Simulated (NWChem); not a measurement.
# r2SCAN0-D3(BJ)/MINI run of BSiH4ClO2 (SMILES OB(Cl)O[SiH3])

What is the vertical singlet–triplet gap of BSiH4ClO2 at r2SCAN0-D3(BJ)/MINI? 

The calculation is run with NWChem 7.3.0.

4 further runs of the same task are left out: 2 that didn't finish, 2 set aside as unsound or not needed.

**1. The system as given**

BSiH4ClO2 has 9 atoms, charge 0, and is taken as a singlet. SMILES: `OB(Cl)O[SiH3]`. The shape is that of a PBE0-D4/def2-TZVP optimisation. This is one conformer, not always the lowest.

Bond lengths: O1–B2 1.356 Å, B2–Cl3 1.775 Å, B2–O4 1.343 Å, O4–Si5 1.659 Å, O1–H6 0.960 Å, Si5–H7 1.480 Å, Si5–H8 1.483 Å, Si5–H9 1.483 Å. Some angles: O1–B2–Cl3 120.2°, O1–B2–O4 120.7°, Cl3–B2–O4 119.1°, B2–O4–Si5 131.7°, B2–O1–H6 113.7°, O4–Si5–H7 106.2°, O4–Si5–H8 110.0°, O4–Si5–H9 110.0°, H7–Si5–H8 110.2°, H7–Si5–H9 110.2°.

**2. The charge distribution at r2SCAN0-D3(BJ)/MINI**

Contents of run.nw:

```
START run
TITLE "BClH4O2Si r2SCAN0"
memory total 2200 mb
GEOMETRY units angstroms noautosym nocenter noautoz
  O       -1.488800       0.491100       0.723100
  B       -0.230000       0.993200       0.686000
  Cl       0.150700       2.510600       1.524900
  O        0.744500       0.354700       0.017900
  Si       0.741000      -1.054400      -0.858000
  H       -2.103900       1.027600       1.228100
  H        2.126200      -1.243000      -1.344100
  H       -0.193300      -0.936400      -2.003700
  H        0.342200      -2.189700       0.008800
END
BASIS spherical bse
  * library MINI
END
DFT
  xc r2scan0
  disp vdw 4
  grid coarse
  mulliken
END
PROPERTY
  dipole
  esp
  quadrupole
  octupole
  moldenfile
  molden_norm janpa
END
TASK dft property
```

Started as:

```bash
$ nwchem run.nw > run.out
```

Log:

```text
Northwest Computational Chemistry Package (NWChem) 7.3.0
             --------------------------------------------------------

           Job information
           ---------------

    nwchem branch   = 7.3.0
    use scalapack   = T
    input           = run.nw
    prefix          = run.
    data base       = ./run.db
    status          = startup
    nproc           =        1

           Memory information
           ------------------

    heap     =     72089600 doubles =      550.0 Mbytes
    stack    =     72089597 doubles =      550.0 Mbytes
    global   =    144179200 doubles =     1100.0 Mbytes (distinct from heap & stack)
    total    =    288358397 doubles =     2200.0 Mbytes
    verify   = yes
    hardfail = no

           Directory information
           ---------------------

  0 permanent = .
  0 scratch   = .

                                NWChem Input Module
                                -------------------

                                 BClH4O2Si r2SCAN0
                                 -----------------

 Scaling coordinates for geometry "geometry" by  1.889725989
 (inverse scale =  0.529177249)

                             Geometry "geometry" -> ""
                             -------------------------

 Output coordinates in angstroms (scale by  1.889725989 to convert to a.u.)

  No.       Tag          Charge          X              Y              Z
 ---- ---------------- ---------- -------------- -------------- --------------
    1 O                    8.0000    -1.48880000     0.49110000     0.72310000
    2 B                    5.0000    -0.23000000     0.99320000     0.68600000
    3 Cl                  17.0000     0.15070000     2.51060000     1.52490000
[... 5 lines of this table left out ...]
    9 H                    1.0000     0.34220000    -2.18970000     0.00880000

      Atomic Mass
      -----------

      O                 15.994910
      B                 11.009310
      Cl                34.968850
      Si                27.976930
      H                  1.007825

 Effective nuclear repulsion energy (a.u.)     265.8389100979

            Nuclear Dipole moment (a.u.)
            ----------------------------
        X                 Y               Z
 ---------------- ---------------- ----------------
    11.3434581916    68.6150057823    39.9835783568

            XYZ format geometry
            -------------------
     9
 geometry
 O                    -1.48880000     0.49110000     0.72310000
 B                    -0.23000000     0.99320000     0.68600000
 Cl                    0.15070000     2.51060000     1.52490000
[... 5 lines of this table left out ...]
 H                     0.34220000    -2.18970000     0.00880000

 ==============================================================================
                                internuclear distances
 ------------------------------------------------------------------------------
       center one      |      center two      | atomic units |  angstroms
 ------------------------------------------------------------------------------
    2 B                |   1 O                |     2.56200  |     1.35575
    3 Cl               |   2 B                |     3.35456  |     1.77516
    4 O                |   2 B                |     2.53793  |     1.34302
[... 4 lines of this table left out ...]
    9 H                |   5 Si               |     2.80246  |     1.48300
 ------------------------------------------------------------------------------
                         number of included internuclear distances:          8
 ==============================================================================

 ==============================================================================
                                 internuclear angles
 ------------------------------------------------------------------------------
        center 1       |       center 2       |       center 3       |  degrees
 ------------------------------------------------------------------------------
    2 B                |   1 O                |   6 H                |   113.73
    1 O                |   2 B                |   3 Cl               |   120.18
    1 O                |   2 B                |   4 O                |   120.75
    3 Cl               |   2 B                |   4 O                |   119.07
    2 B                |   4 O                |   5 Si               |   131.67
    4 O                |   5 Si               |   7 H                |   106.24
    4 O                |   5 Si               |   8 H                |   109.97
    4 O                |   5 Si               |   9 H                |   110.01
    7 H                |   5 Si               |   8 H                |   110.24
    7 H                |   5 Si               |   9 H                |   110.25
    8 H                |   5 Si               |   9 H                |   110.06
 ------------------------------------------------------------------------------
                            number of included internuclear angles:         11
 ==============================================================================

 Summary of "ao basis" -> "" (spherical)
 ------------------------------------------------------------------------------
       Tag                 Description            Shells   Functions and Types
 ---------------- ------------------------------  ------  ---------------------
 *                            MINI                    on all atoms

                              NWChem Property Module
                              ----------------------

                                 BClH4O2Si r2SCAN0

[... 1 line left out ...]
  convergence criterion.
[... 32 lines left out ...]
  convergence criterion.
[... 15 lines left out ...]
          Convergence on energy requested:  1.00D-07
          Convergence on density requested:  1.00D-05
          Convergence on gradient requested:  5.00D-04
[... 22 lines left out ...]
          Spatial weights used:  Erf1
[... 1 line left out ...]
          Convergence Information
[... 1 line left out ...]
          Convergence aids based upon iterative change in
          total energy or number of iterations.
[... 65 lines left out ...]
   convergence    iter        energy       DeltaE   RMS-Dens  Diis-err    time
[... 11 lines left out ...]
         Total DFT energy =     -922.223989868615
      One electron energy =    -1798.649225156762
           Coulomb energy =      681.992205791178
    Exchange-Corr. energy =      -71.403583602237
 Nuclear repulsion energy =      265.838910097853
[... 7 lines left out ...]
                       DFT Final Molecular Orbital Analysis
[... 295 lines left out ...]
     Multipole analysis of the density
     ---------------------------------

     L   x y z        total         alpha         beta         nuclear
     -   - - -        -----         -----         ----         -------
     0   0 0 0     -0.000000    -28.000000    -28.000000     56.000000

     1   1 0 0     -0.702096     -6.022777     -6.022777     11.343458
[... 8 lines of this table left out ...]
     2   0 0 2    -36.839559   -132.167095   -132.167095    227.494630

          -------------
          Dipole Moment
          -------------

 Center of charge (in au) is the expansion point
         X =       0.2025618 Y =       1.2252680 Z =       0.7139925

   Dipole moment        0.7824979662 A.U.
             DMX       -0.7020962787 DMXEFC        0.0000000000
             DMY       -0.3449416204 DMYEFC        0.0000000000
             DMZ       -0.0194720593 DMZEFC        0.0000000000
   -EFC- dipole         0.0000000000 A.U.
   Total dipole         0.7824979662 A.U.

   Dipole moment        1.9889264752 Debye(s)
             DMX       -1.7845642252 DMXEFC        0.0000000000
             DMY       -0.8767607724 DMYEFC        0.0000000000
             DMZ       -0.0494934121 DMZEFC        0.0000000000
   -EFC- dipole         0.0000000000 DEBYE(S)
   Total dipole         1.9889264752 DEBYE(S)

 1 a.u. = 2.541766 Debyes

          -----------------
          Quadrupole Moment
          -----------------

 Center of charge (in au) is the expansion point
         X =       0.2025618 Y =       1.2252680 Z =       0.7139925

 < R**2 > = 861.239927 a.u.  ( 1 a.u. = 0.280023 10**(-16) cm**2 )
 ( also called diamagnetic susceptibility )

   Second moments in atomic units

   Component  Electronic+nuclear     Point charges             Total
  --------------------------------------------------------------------------
      XX          -35.4674654347          0.0000000000        -35.4674654347
      YY          -39.0768295740          0.0000000000        -39.0768295740
      ZZ          -36.8117530739          0.0000000000        -36.8117530739
      XY           -2.5546210172          0.0000000000         -2.5546210172
      XZ           -2.0209976690          0.0000000000         -2.0209976690
      YZ           -0.5727801220          0.0000000000         -0.5727801220

   Second moments in buckingham(s)

   Component  Electronic+nuclear     Point charges             Total
  --------------------------------------------------------------------------
      XX          -47.7005844053          0.0000000000        -47.7005844053
      YY          -52.5548579392          0.0000000000        -52.5548579392
      ZZ          -49.5085316383          0.0000000000        -49.5085316383
      XY           -3.4357379069          0.0000000000         -3.4357379069
      XZ           -2.7180619960          0.0000000000         -2.7180619960
      YZ           -0.7703382866          0.0000000000         -0.7703382866

   Quadrupole moments in atomic units

   Component  Electronic+nuclear     Point charges             Total
  --------------------------------------------------------------------------
      XX            2.4768258892          0.0000000000          2.4768258892
      YY           -2.9372203197          0.0000000000         -2.9372203197
      ZZ            0.4603944305          0.0000000000          0.4603944305
      XY           -3.8319315258          0.0000000000         -3.8319315258
      XZ           -3.0314965035          0.0000000000         -3.0314965035
      YZ           -0.8591701829          0.0000000000         -0.8591701829

   Quadrupole moments in buckingham(s)

   Component  Electronic+nuclear     Point charges             Total
  --------------------------------------------------------------------------
      XX            3.3311103835          0.0000000000          3.3311103835
      YY           -3.9502999174          0.0000000000         -3.9502999174
      ZZ            0.6191895339          0.0000000000          0.6191895339
[... 4 lines of this table left out ...]
 1 a.u. = 1.344911 Buckinghams = 1.344911 10**(-26) esu*cm**2

          ---------------
          Octupole Moment
          ---------------

 Center of charge (in au) is the expansion point
         X =       0.2025618 Y =       1.2252680 Z =       0.7139925

   Third moments in atomic units

   Component  Electronic+nuclear     Point charges             Total
  --------------------------------------------------------------------------
      XXX         -35.8014338098          0.0000000000        -35.8014338098
      YYY          33.1187546041          0.0000000000         33.1187546041
      ZZZ          33.3463326991          0.0000000000         33.3463326991
[... 6 lines of this table left out ...]
      XYZ          -2.7687581499          0.0000000000         -2.7687581499

   Third moments in 10**(-34) esu*cm**3

   Component  Electronic+nuclear     Point charges             Total
  --------------------------------------------------------------------------
      XXX         -25.4794508252          0.0000000000        -25.4794508252
      YYY          23.5702202267          0.0000000000         23.5702202267
      ZZZ          23.7321848260          0.0000000000         23.7321848260
[... 6 lines of this table left out ...]
      XYZ          -1.9704919502          0.0000000000         -1.9704919502

   Octupole moments in atomic units

   Component  Electronic+nuclear     Point charges             Total
  --------------------------------------------------------------------------
      XXX         -14.9024216800          0.0000000000        -14.9024216800
      YYY         -19.4710324820          0.0000000000        -19.4710324820
      ZZZ          -1.0108602008          0.0000000000         -1.0108602008
[... 6 lines of this table left out ...]
      XYZ          -6.9218953748          0.0000000000         -6.9218953748

   Octupole moments in 10**(-34) esu*cm**3

   Component  Electronic+nuclear     Point charges             Total
  --------------------------------------------------------------------------
      XXX         -10.6058746806          0.0000000000        -10.6058746806
      YYY         -13.8573001650          0.0000000000        -13.8573001650
      ZZZ          -0.7194170746          0.0000000000         -0.7194170746
[... 6 lines of this table left out ...]
      XYZ          -4.9262298755          0.0000000000         -4.9262298755

 1 a.u. = 0.711688 10**(-34) esu*cm**3

          ---------------------------------------------
          Electrostatic potential/diamagnetic shielding
          ---------------------------------------------

 1 a.u. = 9.07618 esu/cm ( or statvolts )
   Point      X         Y         Z     Total Potential(a.u.)   Diamagnetic shielding(a.u.)
    1 O   -2.81342   0.92804   1.36646     -22.112083            32.518784
    2 B   -0.43464   1.87688   1.29635     -11.067284            25.840823
    3 Cl   0.28478   4.74435   2.88164     -64.085027            70.924618
[... 5 lines of this table left out ...]
    9 H    0.64666  -4.13793   0.01663      -0.906552            12.000809
 MOLDEN output will be written to the file ./run.molden
  do_norm_janpa  T
  do_norm_nwchem  F
  molden scftype: RHF                  spinref:                     1

 Task  times  cpu:        4.0s     wall:        4.0s
 Total times  cpu:        4.0s     wall:        4.0s
```

Run time: 4.8 s. Hardware: 1 thread of Intel Xeon 6975P-C (Granite Rapids), shared host; peak memory 0.12 GiB.

Atomic charges (e):

| atom | Mulliken | Löwdin |
| --- | --- | --- |
| O1 | -0.630 | -0.390 |
| B2 | +0.640 | +0.200 |
| Cl3 | -0.210 | -0.060 |
| O4 | -0.680 | -0.450 |
| Si5 | +0.730 | +0.670 |
| H6 | +0.420 | +0.320 |
| H7 | -0.090 | -0.100 |
| H8 | -0.090 | -0.100 |
| H9 | -0.090 | -0.100 |

[end of part 1 of 2]
